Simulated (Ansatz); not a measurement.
# Ge2Sb2O: the cost of one run

Computed with Ansatz 0.2.0 (DFT PBE, scalar-relativistic, plane waves, PAW, unless a step's input says otherwise).

## 1. The starting structure

Symmetry: P6/mmm, No. 191, hexagonal system. Conventional cell: a = 4.911 Å, b = 4.911 Å, c = 5.358 Å, α = 90.00°, β = 90.00°, γ = 120.00°. Around Ge (site symmetry -6m2) lie 2 Sb at 2.68 Å and 3 Ge at 2.84 Å and 3 O at 2.84 Å. Sb (site symmetry -6m2) is surrounded by 2 Ge at 2.68 Å and 3 Sb at 2.84 Å. Around O (site symmetry 6/mmm) lie 6 Ge at 2.84 Å.

As a file:

```
Ge Sb O
1.0
     4.91056    0.00000    0.00000
    -2.45528    4.25267    0.00000
     0.00000    0.00000    5.35760
Ge Sb O
2 2 1
Cartesian
  0.0000 2.8351 0.0000
  2.4553 1.4176 0.0000
  0.0000 2.8351 2.6788
  2.4553 1.4176 2.6788
  0.0000 0.0000 0.0000
```

The cell is invented: random cell by space group and Wyckoff sites (P6/mmm, No. 191). Lengths come from tabulated atomic sizes and are only a guess.

## 2. The guess as it stands, on a coarse mesh

input.yaml reads:

```yaml
crystal:
  lattice:
    - [4.9105621, 0.0, 0.0]
    - [-2.45528105, 4.25267152, 0.0]
    - [0.0, 0.0, 5.35760444]
  atoms:
    - { symbol: Ge, position: [0.33333333, 0.66666667, 0.0] }
    - { symbol: Ge, position: [0.66666667, 0.33333333, 0.0] }
    - { symbol: Sb, position: [0.33333333, 0.66666667, 0.5] }
    - { symbol: Sb, position: [0.66666667, 0.33333333, 0.5] }
    - { symbol: O, position: [0.0, 0.0, 0.0] }
basis:
  ecutwfc: 420
kpoints:
  mp_grid: { grid: [6, 6, 4] }
hamiltonian:
  xc: pbe
scf:
  occupations: { method: gaussian, width: 0.1 }
  lower_state_search: "off"
output:
  forces: true
  stress: true
  eigenvalues: true
```

On the command line:

```sh
ansatz run input.yaml --threads 1 --pin off --max-ram 2560MiB --backend cpu --events-out ev --progress --plain --runs-dir out
```

What time and memory should one allow on 1 thread of Intel Xeon Platinum 8259CL at 2.50GHz (Skylake/Cascade Lake), shared host?

About 5.5 s, with a peak of 0.47 GiB.
